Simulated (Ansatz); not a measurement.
# ClFHSeSn radical: how energies converge with the basis set

An exercise on one series of results from a longer session: the logs are not shown, and one member is left open.

Method: one geometry, several basis sets; program: Ansatz 0.2.0, Gaussian basis.

The runs, in order: PBE0-D4/def2-SVP; ωB97M-V/def2-SVP; PBE0-D4/def2-QZVPP; ωB97M-V/def2-QZVPP; the functionals' def2-TZVPP values are taken from earlier runs.

### Structure used throughout

All runs share one geometry, relaxed beforehand with PBE0-D4 in a triple-zeta def2 set. Sn takes the def2 core potential; no spin-orbit term is included.

SMILES `[F][Sn]([Cl])[SeH]`, 5 atoms, charge 0, spin multiplicity 2.

Atoms are counted from 1 here; the program's logs count them from 0.

Bond lengths: F1–Sn2 1.927 Å, Sn2–Cl3 2.338 Å, Sn2–Se4 2.562 Å, Se4–H5 1.471 Å. Angles: F1–Sn2–Cl3 104.7°, F1–Sn2–Se4 105.9°, Cl3–Sn2–Se4 108.8°, Sn2–Se4–H5 88.7°.

As a file:

```xyz
5

F    -1.5388    0.9495   -0.6416
Sn    0.1294    0.0208   -0.9050
Cl   -0.4907   -2.1255   -1.5956
Se    1.2149   -0.1403    1.4097
H     0.7350    1.2218    1.6913
```

The first run:

Input file in.yaml:

```yaml
crystal:
  periodic: [false, false, false]
  atoms:
    - {symbol: F, position_ang: [-1.538790, 0.949484, -0.641617]}
    - {symbol: Sn, position_ang: [0.129414, 0.020826, -0.905008]}
    - {symbol: Cl, position_ang: [-0.490733, -2.125529, -1.595623]}
    - {symbol: Se, position_ang: [1.214870, -0.140253, 1.409673]}
    - {symbol: H, position_ang: [0.735038, 1.221774, 1.691274]}
basis:
  gaussian: {orbitals: def2-SVP}
magnetization: {spin_polarized: true, initial_magnetization: 1}
hamiltonian: {xc: pbe0, dispersion: d4}
output: {orbitals: {seedname: orbitals}}
```

Command:

```console
> ansatz run in.yaml --threads 2 --pin off --events-out ev --progress --plain --max-ram 22528MiB --backend cpu
```

Among the steps run: PBE0-D4 in def2-SVP; ωB97M-V in def2-SVP; PBE0-D4 in def2-QZVPP; ωB97M-V in def2-QZVPP.

One of the session's tables, all rows but one given; the rest of the session is left out.

It belongs to the step «Functionals by basis». 

| functional | basis | HOMO (eV) | LUMO (eV) |
| --- | --- | --- | --- |
| PBE0-D4 | def2-SVP | -7.13 | -4.58 |
| PBE0-D4 | def2-TZVPP | -7.26 | -4.69 |
| PBE0-D4 | def2-QZVPP | -7.28 | -4.71 |
| ωB97M-V | def2-SVP | -9.04 | -2.79 |
| ωB97M-V | def2-TZVPP | ? | ? |
| ωB97M-V | def2-QZVPP | -9.23 | -3.01 |

**Question.** Estimate the row for ωB97M-V, def2-TZVPP.

As computed: HOMO (eV): -9.21; LUMO (eV): -2.97. In the column «HOMO (eV)» it lies between ωB97M-V, def2-QZVPP (-9.23) and ωB97M-V, def2-SVP (-9.04).
